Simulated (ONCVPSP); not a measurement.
# Pseudopotential generation for Ho: ONCV, PBEsol

Do these settings give a usable potential? It is generated, then checked for transferability, scattering, ghosts and hardness.

Program: ONCVPSP 4.0.1. Reference atom: PBEsol, scalar-relativistic, spherical and spin-unpolarised. All values are calculated.

### Step 1. Starting point

Typed settings, in words:

```
element                 : holmium (Ho, Z = 67)
type                    : optimised norm-conserving Vanderbilt (ONCV)
frozen core             : [Kr] 4d10
valence charge          : 21
reference configuration : 4f10 5s2 5p6 5d1 6s2
partial waves           : 5s+6s: rc 2.35 bohr, ncon 5, nbas 9, qcut 6.6 1/bohr, 3 projectors, debl 2.1 Ha; 5p: rc 1.50 bohr, ncon 4, nbas 8, qcut 5 1/bohr, 2 projectors, debl 2.4 Ha; 5d: rc 2.05 bohr, ncon 3, nbas 7, qcut 4.6 1/bohr, 3 projectors, debl 1 Ha; 4f: rc 1.30 bohr, ncon 4, nbas 8, qcut 13 1/bohr, 1 projector
local potential         : polynomial inside 1.15 bohr (lpopt 3, dvloc0 6 Ha)
core correction         : Teter function fitted to the true core (icmod 2), fcfact 0.55
```

The outer shells as boxes (Hund's rule for the drawing; the calculation is spin-unpolarised):

```
[Kr] core
4d [↑↓][↑↓][↑↓][↑↓][↑↓]
4f [↑↓][↑↓][↑↓][↑ ][↑ ][↑ ][↑ ]
5s [↑↓]
5p [↑↓][↑↓][↑↓]
5d [↑ ][  ][  ][  ][  ]
6s [↑↓]
```

### Step 2. Generating the potential

Contents of Ho.dat:

```
# ATOM AND REFERENCE CONFIGURATION
# atsym  z   nc   nv     iexc    psfile
  Ho 67.00    9    5  -116133      upf
#
#   n    l    f
    1    0    2.00
    2    0    2.00
    2    1    6.00
    3    0    2.00
    3    1    6.00
    3    2   10.00
    4    0    2.00
    4    1    6.00
    4    2   10.00
    4    3   10.00
    5    0    2.00
    5    1    6.00
    5    2    1.00
    6    0    2.00
#
# PSEUDOPOTENTIAL AND OPTIMIZATION
# lmax
    3
#
#   l,   rc,      ep,       ncon, nbas, qcut
    0    2.35    0.00    5    9    6.60
    1    1.50    0.00    4    8    5.00
    2    2.05    0.00    3    7    4.60
    3    1.30    0.00    4    8   13.00
#
# LOCAL POTENTIAL
# lloc, lpopt,  rc(5),   dvloc0
    4    3    1.15    6.00
#
# VANDERBILT-KLEINMAN-BYLANDER PROJECTORs
# l, nproj, debl
    0    3    2.10
    1    2    2.40
    2    3    1.00
    3    1    3.90
#
# MODEL CORE CHARGE
# icmod, fcfact, rcfact
    2    0.55    0.95
#
# LOG DERIVATIVE ANALYSIS
# epsh1, epsh2, depsh
   -4.00    5.00    0.02
#
# OUTPUT GRID
# rlmax, drl
    6.00    0.01
#
# TEST CONFIGURATIONS
# ncnf
    4
# nvcnf
#   n    l    f
    5
    4    3   11.00
    5    0    2.00
    5    1    6.00
    5    2    0.00
    6    0    2.00
#
    5
    4    3   11.00
    5    0    2.00
    5    1    6.00
    5    2    0.00
    6    0    1.00
#
    5
    4    3   11.00
    5    0    2.00
    5    1    6.00
    5    2    0.00
    6    0    0.00
#
    5
    4    3   11.00
    5    0    2.00
    5    1    6.00
    5    2    0.50
    6    0    1.50
#
```

The run is started by

```sh
$ oncvpsp.x < Ho.dat > Ho.out
```

Q: Predict the outcome of this session. Wanted: cutoffs for 1 and 0.1 mHa per electron, occupied waves; bound ghosts; GHOST(+) flags; largest test error; largest phase difference near zero energy, channels read; rms error of d²Exc/dn², without and with the model core.

**Answer**, as computed:

| quantity | value |
| --- | --- |
| cutoffs for 1 and 0.1 mHa per electron, occupied waves | 74 Ha and 90 Ha |
| bound ghosts | none found |
| GHOST(+) flags | s at 271 eV |
| largest test error (AE − PS) | -30 meV, for 4f11 5s2 5p6 5d0 6s1 |
| largest phase difference near zero energy, channels read | 0.018 rad |
| rms error of d²Exc/dn², without and with the model core | 4.95 and 1.63 mHa |

What this shows: By total energies transferability is fair: the largest error is 30 meV on 1.7 eV, for 4f11 5s2 5p6 5d0 6s1. By its cutoff, 74 Ha for the looser tolerance, it is very hard. The program's ghost test flags no bound state. Near zero energy the phases of the channels with partial waves agree within 0.018 rad. The program also flags highly localised states, GHOST(+) (s).
